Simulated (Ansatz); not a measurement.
# CH3BClN: small, medium and large basis sets

An exercise on one series of results from a longer session: the logs are not shown, and one member is left open.

Method: one geometry, several basis sets; program: Ansatz 0.2.0, Gaussian basis.

Levels to be run: PBE0-D4/def2-SVP; ωB97M-V/def2-SVP; PBE0-D4/def2-QZVPP; ωB97M-V/def2-QZVPP; the functionals' def2-TZVPP values are taken from earlier runs.

### Structure used throughout

The geometry comes from an earlier relaxation with PBE0-D4 in a triple-zeta def2 set; it is a stationary point, not always the lowest conformer.

7 atoms, charge 0, spin multiplicity 1.

Atoms are counted from 1 here; the program's logs count them from 0.

Bond lengths: B1–C2 1.557 Å, B1–Cl4 1.854 Å, B1–H5 1.208 Å, B1–H6 1.208 Å, C2–N3 1.151 Å, N3–H7 0.997 Å. Angles: C2–B1–Cl4 105.4°, C2–B1–H5 105.5°, C2–B1–H6 105.5°, Cl4–B1–H5 113.5°, Cl4–B1–H6 113.5°, H5–B1–H6 112.3°, B1–C2–N3 179.9°, C2–N3–H7 178.0°.

The first run:

File in.yaml:

```yaml
crystal:
  periodic: [false, false, false]
  atoms:
    - {symbol: B, position_ang: [-0.487265, 0.684043, -0.489747]}
    - {symbol: C, position_ang: [0.239858, -0.365757, 0.401747]}
    - {symbol: N, position_ang: [0.778219, -1.142934, 1.058606]}
    - {symbol: Cl, position_ang: [0.069768, 0.331092, -2.222142]}
    - {symbol: H, position_ang: [-1.667091, 0.494394, -0.314373]}
    - {symbol: H, position_ang: [-0.129460, 1.761541, -0.077982]}
    - {symbol: H, position_ang: [1.257271, -1.830479, 1.598090]}
basis:
  gaussian: {orbitals: def2-SVP}
hamiltonian: {xc: pbe0, dispersion: d4}
output: {orbitals: {seedname: orbitals}}
```

Among the steps run: PBE0-D4 in def2-SVP; ωB97M-V in def2-SVP; PBE0-D4 in def2-QZVPP; ωB97M-V in def2-QZVPP.

One table of the session follows, with a row left open; its other results are not shown here.

It belongs to the step «Functionals by basis». 

```
functional       basis  HOMO (eV)
   PBE0-D4    def2-SVP      -7.17
   PBE0-D4  def2-TZVPP      -7.42
   PBE0-D4  def2-QZVPP      -7.47
   ωB97M-V    def2-SVP      -9.33
   ωB97M-V  def2-TZVPP      -9.64
   ωB97M-V  def2-QZVPP          ?
```

Estimate the missing values for ωB97M-V, def2-QZVPP.

As computed: HOMO (eV): -9.70. In the column «HOMO (eV)» it is the lowest.
